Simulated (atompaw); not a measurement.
# A PAW (atompaw) potential for cerium, from input to tests

Aim: build the potential from the settings below, then test how well it stands in for the atom: scattering, ghost states and the plane-wave cutoff that it needs.

Method: atompaw 4.2.0.5, PBE, scalar-relativistic.

3 further runs of the same task are left out: 3 set aside as unsound or not needed.

## Step 1: Starting point

The settings as typed:

```
element                 : cerium (Ce, Z = 58)
type                    : PAW
frozen core             : [Kr] 4d10
valence charge          : 12
reference configuration : 4f1 5s2 5p6 5d1 6s2 6p0
partial waves           : 5s (bound); 6s (bound); 5p (bound); 6p (bound, empty); 5d (bound); 5d channel at 1.55 Ry; 4f (bound); 4f channel at 0.1 Ry
local potential         : troulliermartins scheme with l = 4 at 0 Ry, radius 2.95 bohr
core correction         : smooth core density matched at 1.60 bohr
augmentation charge     : sinc compensation charge, radius 2.60 bohr; PAW radius 3.00 bohr; waves and projectors: bloechl
```

## Step 2: The generation run

The input, Ce.input:

```
Ce 58
GGA-PBE scalarrelativistic loggrid 2001 logderivrange -5 5 251
6 6 5 4 0 0
6 1 0
5 2 1
4 3 1
0 0 0
c
c
c
c
v
v
c
c
c
v
v
c
c
v
v
3
3.00 2.60 2.95 1.60
n
n
y
1.55
n
y
0.1
n
bloechl sinc
4 0 troulliermartins
PWSCFOUT
UPFDX 0.0125d0 UPFXMIN -7.d0 UPFZMESH 58.d0
END
```

The run is started by

```console
$ atompaw < Ce.input > Ce.log
```

Before running it: what results should come out? Wanted: cutoffs for 10 and 1 mRy, occupied levels; bound ghosts; largest phase difference near zero energy, channels read; lowest eigenvalue of the overlap; share of valence orbitals outside the PAW sphere; UPF file.

**Answer**, as computed:

| quantity | value |
| --- | --- |
| cutoffs for 10 and 1 mRy, occupied levels | 21 Ry and 30 Ry |
| bound ghosts | none found |
| largest phase difference near zero energy, channels read | 0.015 rad |
| lowest eigenvalue of the overlap (Bessel basis) | 0.478 (s) |
| share of valence orbitals outside the PAW sphere | 5s 1 %, 6s 83 %, 5p 4 %, 6p 95 %, 5d 40 %, 4f 2 % |
| UPF file | written |

**Reading.** The potential is soft on the atom at that tolerance: the looser tolerance needs 21 Ry. The slowest occupied level is 4f: taken alone it needs 30 Ry to come within 1 mRy, against 18 Ry for 5s. It is free of bound ghosts as far as tested. Near zero energy the phases of the channels with partial waves agree within 0.015 rad.
